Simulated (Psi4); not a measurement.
# One shape, several levels: C2H7AlO (SMILES C[CH2][AlH][OH])

Aim: a comparison of 3 runs (B2PLYP/6-31G*, DSD-PBEP86/6-31G*, OMP2/6-31G*) of C2H7AlO. 

The results are computed with Psi4 1.11.

1 further run of the same task is left out (set aside as unsound or not needed). Runs told in other sessions of the task aren't counted.

## 1. The molecule

C2H7AlO has 11 atoms, charge 0, and is taken as a singlet. SMILES: `C[CH2][AlH][OH]`. The C1–C2 distance was set to 1.987 Å, away from the relaxed value.

Bond lengths: C2–Al3 1.957 Å, Al3–O4 1.701 Å, C1–H5 1.094 Å, C1–H6 1.094 Å, C1–H7 1.094 Å, C2–H8 1.098 Å, C2–H9 1.098 Å, Al3–H10 1.582 Å, O4–H11 0.956 Å. Angles: C2–Al3–O4 121.1°, C2–Al3–H10 123.9°, O4–Al3–H10 115.0°, Al3–C2–H8 107.6°, Al3–C2–H9 107.6°, Al3–O4–H11 123.1°, H8–C2–H9 104.1°, H5–C1–H6 106.9°, H5–C1–H7 106.9°, H6–C1–H7 107.0°. A long bond or contact: C1–C2 1.987 Å.

## 2. A single-point energy at B2PLYP/6-31G(d) (density fitting for correlation, spherical functions) (run 1)

Contents of c2h7alo.xyz:

```xyz
11
C2H7AlO
C     -1.497879     0.961830    -0.102296
C      0.175900     0.388000     0.802000
Al     1.254500    -0.947900    -0.137800
O      0.762600    -1.576800    -1.639300
H     -2.177279     0.120530    -0.267396
H     -2.048879     1.707430     0.478904
H     -1.296879     1.405730    -1.081596
H     -0.049300    -0.010000     1.800700
H      0.818800     1.256800     0.997900
H      2.622300    -1.522700     0.412400
H     -0.043800    -1.310100    -2.077800
```

Contents of run.py:

```python
import numpy as np
from ase.calculators.psi4 import Psi4
from ase.io import read

mol = read('c2h7alo.xyz')
calc = Psi4(atoms=mol, method='b2plyp', basis='6-31G*', memory='2200MB', num_threads=1, charge=0, multiplicity=1, label='calc')
calc.psi4.set_options({'puream': True, 'e_convergence': 1e-09, 'd_convergence': 1e-08, 'scf_type': 'pk', 'dft_radial_points': 99, 'dft_spherical_points': 590, 'num_frozen_docc': 8})
mol.calc = calc

print(f'energy: {mol.get_potential_energy():.6f} eV')
```

Command:

```
$ python run.py
```

calc.dat:

```text
[...]
  Running in c1 symmetry.
[...]
  Nuclear repulsion =  147.506337387437128
[...]
  Multiplicity = 1
[...]
  Nalpha       = 20
  Nbeta        = 20
[...]
    Number of basis functions: 74
[...]
   @RKS iter   1:  -397.32466628745306   -1.13674e+00   1.00736e-02 DIIS/ADIIS
[...]
   @RKS iter  11:  -397.57703010700277   -7.27596e-12   5.07138e-09 DIIS
[...]
  @RKS Final Energy:  -397.57703010700277
   => Energetics <=
    Nuclear Repulsion Energy =            147.5063373874371280
    One-Electron Energy =                -841.1389180033379489
    Two-Electron Energy =                 315.5094456116588049
    DFT Exchange-Correlation Energy =     -19.4538951027607929
    Empirical Dispersion Energy =           0.0000000000000000
    VV10 Nonlocal Energy =                  0.0000000000000000
    Total Energy =                       -397.5770301070027699
[...]
 Multipole Moments:
 ------------------------------------------------------------------------------------
     Multipole            Electronic (a.u.)      Nuclear  (a.u.)        Total (a.u.)
 ------------------------------------------------------------------------------------
 L = 1.  Multiply by 2.5417464519 to convert [e a0] to [Debye]
 Dipole X            :          4.7405476           -5.3311018           -0.5905542
 Dipole Y            :         -4.4268071            4.9253912            0.4985842
 Dipole Z            :         -1.8333420            1.9874476            0.1541056
 Magnitude           :                                                    0.7880920
[...]
```

Standard output:

```text
energy: -10823.127164 eV
```

Run time: 9.9 s. Hardware: 1 thread of AMD EPYC 9R45 (Zen 5), shared host; peak memory 1.4 GiB.

## 3. A single-point energy at DSD-PBEP86/6-31G(d) (density fitting for correlation, spherical functions) (run 2)

Contents of calc.inp:

```
memory 2200 MB

molecule molecule1 {
  0 1
  C
  C 1 R2
  Al 2 R3 1 A3
  O 3 R4 2 A4 1 D4
  H 1 R5 2 A5 3 D5
  H 1 R6 5 A6 2 D6
  H 1 R7 5 A7 6 D7
  H 2 R8 3 A8 4 D8
  H 2 R9 8 A9 3 D9
  H 3 R10 4 A10 2 D10
  H 4 R11 3 A11 10 D11

  R2 = 1.9871
  R3 = 1.957353
  A3 = 116.27952
  R4 = 1.700583
  A4 = 121.12693
  D4 = -0.38562
  R5 = 1.093905
  A5 = 111.69953
  D5 = 59.81955
  R6 = 1.094218
  A6 = 106.94593
  D6 = -123.22362
  R7 = 1.093836
  A7 = 106.92451
  D7 = -114.28607
  R8 = 1.098417
  A8 = 107.59157
  D8 = 123.74166
  R9 = 1.098413
  A9 = 104.14862
  D9 = -114.05817
  R10 = 1.582401
  A10 = 115.00439
  D10 = -179.94686
  R11 = 0.955872
  A11 = 123.08474
  D11 = -179.94909
  units angstrom
  symmetry c1
}

set puream true
set e_convergence 1e-09
set d_convergence 1e-08
set scf_type pk
set dft_radial_points 99
set dft_spherical_points 590
set num_frozen_docc 8

e_tot, wfn = energy("dsd-pbep86/6-31G*", return_wfn=True)
```

Command:

```
$ psi4 calc.inp calc.out -n 1
```

calc.out:

```text
[...]
  Running in c1 symmetry.
[...]
  Nuclear repulsion =  147.506351221950013
[...]
  Multiplicity = 1
[...]
  Nalpha       = 20
  Nbeta        = 20
[...]
    Number of basis functions: 74
[...]
   @RKS iter   1:  -396.96053361108250   -1.32098e+00   8.63387e-03 DIIS/ADIIS
[...]
   @RKS iter  11:  -397.14693224765801   -8.75389e-12   5.68409e-09 DIIS
[...]
  @RKS Final Energy:  -397.14693224765801
   => Energetics <=
    Nuclear Repulsion Energy =            147.5063512219500126
    One-Electron Energy =                -841.0303009661319038
    Two-Electron Energy =                 307.9470307961661888
    DFT Exchange-Correlation Energy =     -11.5700132996423406
    Empirical Dispersion Energy =           0.0000000000000000
    VV10 Nonlocal Energy =                  0.0000000000000000
    Total Energy =                       -397.1469322476580146
[...]
 Multipole Moments:
 ------------------------------------------------------------------------------------
     Multipole            Electronic (a.u.)      Nuclear  (a.u.)        Total (a.u.)
 ------------------------------------------------------------------------------------
 L = 1.  Multiply by 2.5417464519 to convert [e a0] to [Debye]
 Dipole X            :         -0.0094890            0.0065288           -0.0029602
 Dipole Y            :         -5.0532004            5.6165836            0.5633832
 Dipole Z            :          4.4448682           -5.0083925           -0.5635244
 Magnitude           :                                                    0.7968495
[...]
```

Run time: 10 s. Hardware: 1 thread of AMD EPYC 9R45 (Zen 5), shared host; peak memory 1.4 GiB.

## 4. The energy at OMP2/6-31G(d) (density fitting for correlation, spherical functions) (run 3)

c2h7alo.xyz is that of step 2.

Contents of calc.py:

```python
import psi4

psi4.set_memory(2200000000)
psi4.set_num_threads(1)
psi4.set_output_file('output.dat', False)

with open('c2h7alo.xyz') as f:
    atoms = ''.join(f.readlines()[2:])
m = psi4.geometry('0 1\n' + atoms + 'symmetry c1')

psi4.set_options({
    'basis': '6-31G*',
    'puream': True,
    'e_convergence': 1e-09,
    'd_convergence': 1e-08,
    'scf_type': 'pk',
    'num_frozen_docc': 8,
})

e_tot = psi4.energy('omp2')
print('E =', round(e_tot, 9))
```

Command:

```
$ python calc.py
```

output.dat:

```text
[...]
  Running in c1 symmetry.
[...]
  Nuclear repulsion =  147.506337387437128
[...]
  Multiplicity = 1
[...]
  Nalpha       = 20
  Nbeta        = 20
[...]
    Number of basis functions: 74
[...]
   @RHF iter   1:  -396.41061997655669   -1.56184e+00   7.45384e-03 ADIIS/DIIS
[...]
   @RHF iter  12:  -396.55715728536575   -1.13687e-12   2.55272e-09 DIIS
[...]
  @RHF Final Energy:  -396.55715728536575
   => Energetics <=
    Nuclear Repulsion Energy =            147.5063373874371280
    One-Electron Energy =                -840.9028808083593276
    Two-Electron Energy =                 296.8393861355564241
    Total Energy =                       -396.5571572853657472
[...]
 Multipole Moments:
 ------------------------------------------------------------------------------------
     Multipole            Electronic (a.u.)      Nuclear  (a.u.)        Total (a.u.)
 ------------------------------------------------------------------------------------
 L = 1.  Multiply by 2.5417464519 to convert [e a0] to [Debye]
 Dipole X            :          4.7573108           -5.3311018           -0.5737910
 Dipole Y            :         -4.4141385            4.9253912            0.5112528
 Dipole Z            :         -1.7954601            1.9874476            0.1919875
 Magnitude           :                                                    0.7921330
[...]
	Warning: cc_lambda option is changed to TRUE
	For this residual convergence, default PCG convergence is:     1.00e-07
[...]
	DF-MP2 Total Energy (a.u.)         :  -397.05325855177654
[...]
	DF-MP2 Total Energy (a.u.)         :  -397.05955976267023
[...]
	DF-OMP2 Total Energy (a.u.)        :  -397.05955976266512
[...]
```

The script printed:

```text
E = -397.059559763
```

Run time: 11 s. Hardware: 1 thread of AMD EPYC 9R45 (Zen 5), shared host; peak memory 0.27 GiB.

## 5. Overview of the runs

| run | level | integration grid | energy (Eh) | HOMO energy (eV) | LUMO energy (eV) | HOMO–LUMO gap (eV) | wall time |
| --- | --- | --- | --- | --- | --- | --- | --- |
| 1 | B2PLYP/6-31G* (density fitting for correlation, spherical functions) | 99 radial × 590 angular | -397.742590 | -8.61 | 0.75 | 9.36 | 9.9 s |
| 2 | DSD-PBEP86/6-31G* (density fitting for correlation, spherical functions) | 99 radial × 590 angular | -397.412124 | -9.49 | 1.35 | 10.83 | 10 s |
| 3 | OMP2/6-31G* (density fitting for correlation, spherical functions) | – | -397.059560 | -10.47 | 2.34 | 12.81 | 11 s |

## 6. Summary of results

| quantity | value |
| --- | --- |
| run 3: total energy | -397.05956 Eh |
| run 3: HOMO energy (Hartree–Fock orbitals) | -10.47 eV |
| run 3: LUMO energy (Hartree–Fock orbitals) | 2.34 eV |
| run 3: HOMO–LUMO gap (Hartree–Fock orbitals) | 12.81 eV |
| run 3: correlation energy (8 core orbitals frozen) | -502.4 mEh |

In words: Totals of different functionals can't be ranked against each other. All runs together took 31 s, the longest 11 s.
